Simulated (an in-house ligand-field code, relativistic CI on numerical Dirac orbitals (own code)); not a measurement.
# d3 in a ligand field: terms for several parameter sets

Which terms of d3 lie lowest for given Racah parameters and ligand field?

Method: parametric ligand-field model of a d^n configuration (Racah B and C, spin-orbit zeta, crystal field), exact diagonalisation. Code: an in-house ligand-field code version 1.

### Step 1. The system

| Item | Value |
| --- | --- |
| shell | d3 |
| set 1 (cm⁻¹) | B = 470, C = 1980, Oh, 10Dq = 5000 |
| set 2 (cm⁻¹) | B = 760, C = 3490, D4h, 10Dq = 45350, Ds = 3000, Dt = 30 |
| set 3 (cm⁻¹) | B = 960, C = 3390, Oh, 10Dq = 20550 |
| set 4 (cm⁻¹) | B = 860, C = 3460, D3d, 10Dq = 20550, Dsigma = 1200, Dtau = 300 |
| set 5 (cm⁻¹) | B = 880, C = 3920, Oh, 10Dq = 68700 |
| set 6 (cm⁻¹) | B = 490, C = 2340, Oh, 10Dq = 6000 |
| set 7 (cm⁻¹) | B = 460, C = 2160, D3d, 10Dq = 50700, Dsigma = -880, Dtau = -430 |
| set 8 (cm⁻¹) | B = 1140, C = 5740, Oh, 10Dq = 38550 |

### Step 2. Set 1

Settings of the run:

```ini
n = 3
racah_B = 470  # cm-1
racah_C = 1980  # cm-1
zeta = 0  # cm-1
symmetry = Oh
field = {"10Dq": 5000}  # cm-1
```

### Step 3. Set 2

Settings of the run:

```ini
n = 3
racah_B = 760  # cm-1
racah_C = 3490  # cm-1
zeta = 0  # cm-1
symmetry = D4h
field = {"10Dq": 45350, "Ds": 3000, "Dt": 30}  # cm-1
```

### Step 4. Set 3

Settings of the run:

```ini
n = 3
racah_B = 960  # cm-1
racah_C = 3390  # cm-1
zeta = 0  # cm-1
symmetry = Oh
field = {"10Dq": 20550}  # cm-1
```

### Step 5. Set 4

Settings of the run:

```ini
n = 3
racah_B = 860  # cm-1
racah_C = 3460  # cm-1
zeta = 0  # cm-1
symmetry = D3d
field = {"10Dq": 20550, "Dsigma": 1200, "Dtau": 300}  # cm-1
```

### Step 6. Set 5

Settings of the run:

```ini
n = 3
racah_B = 880  # cm-1
racah_C = 3920  # cm-1
zeta = 0  # cm-1
symmetry = Oh
field = {"10Dq": 68700}  # cm-1
```

### Step 7. Set 6

Settings of the run:

```ini
n = 3
racah_B = 490  # cm-1
racah_C = 2340  # cm-1
zeta = 0  # cm-1
symmetry = Oh
field = {"10Dq": 6000}  # cm-1
```

### Step 8. Set 7

Settings of the run:

```ini
n = 3
racah_B = 460  # cm-1
racah_C = 2160  # cm-1
zeta = 0  # cm-1
symmetry = D3d
field = {"10Dq": 50700, "Dsigma": -880, "Dtau": -430}  # cm-1
```

### Step 9. Set 8

Settings of the run:

```ini
n = 3
racah_B = 1140  # cm-1
racah_C = 5740  # cm-1
zeta = 0  # cm-1
symmetry = Oh
field = {"10Dq": 38550}  # cm-1
```

(Steps that only read results are left out.)

Q: Predict the outcome of this session. Wanted: lowest terms; sets at their largest spin, of those that allow S over 1.

As calculated:

| set | 10Dq/B (size) | lowest | S | electrons in z² and x²-y² | first level of the same spin (cm⁻¹) |
| --- | --- | --- | --- | --- | --- |
| 1: Oh | 10.6 | 4A2 | 1.50 | 0.00 | 4T2 5000 |
| 2: D4h | 59.7 | 4B1 | 1.50 | 0.00 | 4A2 41952 |
| 3: Oh | 21.4 | 4A2 | 1.50 | 0.00 | 4T2 20550 |
| 4: D3d | 23.9 | 4A2 | 1.50 | 0.00 | 4A1 19916 |
| 5: Oh | 78.1 | 4A2 | 1.50 | 0.00 | 4T2 68700 |
| 6: Oh | 12.2 | 4A2 | 1.50 | 0.00 | 4T2 6000 |
| 7: D3d | 110.2 | 4A2 | 1.50 | 0.00 | 4E 46959 |
| 8: Oh | 33.8 | 4A2 | 1.50 | 0.00 | 4T2 38550 |

| quantity | value |
| --- | --- |
| lowest terms | 1: 4A2, 2: 4B1, 3: 4A2, 4: 4A2, 5: 4A2, 6: 4A2, 7: 4A2, 8: 4A2 |
| sets at their largest spin, of those that allow S over 1 | 1, 2, 3, 4, 5, 6, 7, 8 |

What this shows: 8 of 8 sets have the highest spin that their shell allows, S = 3/2. B, C and the field are free parameters here, not those of a compound.
